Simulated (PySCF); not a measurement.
# C2H8BNO2: the cost of one run

Programs: PySCF 2.14.0, with density-fitted response routines of our own. Each step states its level of theory. These are calculated values for one molecule in the gas phase, unless marked as measured. Atoms count from 0, in the outputs and in this text.

## 1. The starting structure

14 atoms, charge 0, multiplicity 1; geometry from: PBE0-D3(BJ)/def2-SVP.

Bonds of the start (Å): C0–N1 1.44, N1–C2 1.44, N1–B3 1.41, B3–O4 1.38, B3–O5 1.38, C0–H6 1.11, C0–H7 1.10, C0–H8 1.11, C2–H9 1.10, C2–H10 1.11, C2–H11 1.11, O4–H12 0.96, O5–H13 0.96.

## 2. Ultraviolet spectrum: HF/def2-SVPD

What the job is given:

```
{"job": {"kind": "uv", "xc": "HF", "basis": "def2-SVPD", "ip": true}, "charge": 0, "multiplicity": 1}
C     -0.556764     1.292128    -0.411960
N     -0.077799    -0.060806    -0.339607
C     -1.096482    -1.062361    -0.182174
B      1.297085    -0.382734    -0.417814
O      2.204369     0.646675    -0.558605
O      1.663858    -1.710622    -0.349227
H     -1.106994     1.579300     0.504807
H      0.284815     1.984438    -0.537555
H     -1.250225     1.432795    -1.263413
H     -0.641523    -2.059163    -0.130094
H     -1.684273    -0.901745     0.742178
H     -1.812089    -1.052423    -1.026667
H      3.118932     0.364428    -0.609414
H      2.607978    -1.866284    -0.404713
```

With the program's defaults for keys left out, this is: TDDFT HF/def2-SVPD, vertical, gas phase, core orbitals frozen in the response.

Command:

```bash
$ OMP_NUM_THREADS=1 python probes_run.py task.json out
```

One launch serves the whole session: the jobs run in the order shown.

Q: Estimate the wall time and peak memory of this first job on 1 thread of Arm Neoverse V1, shared host.

About 16 s, with a peak of 0.72 GiB.
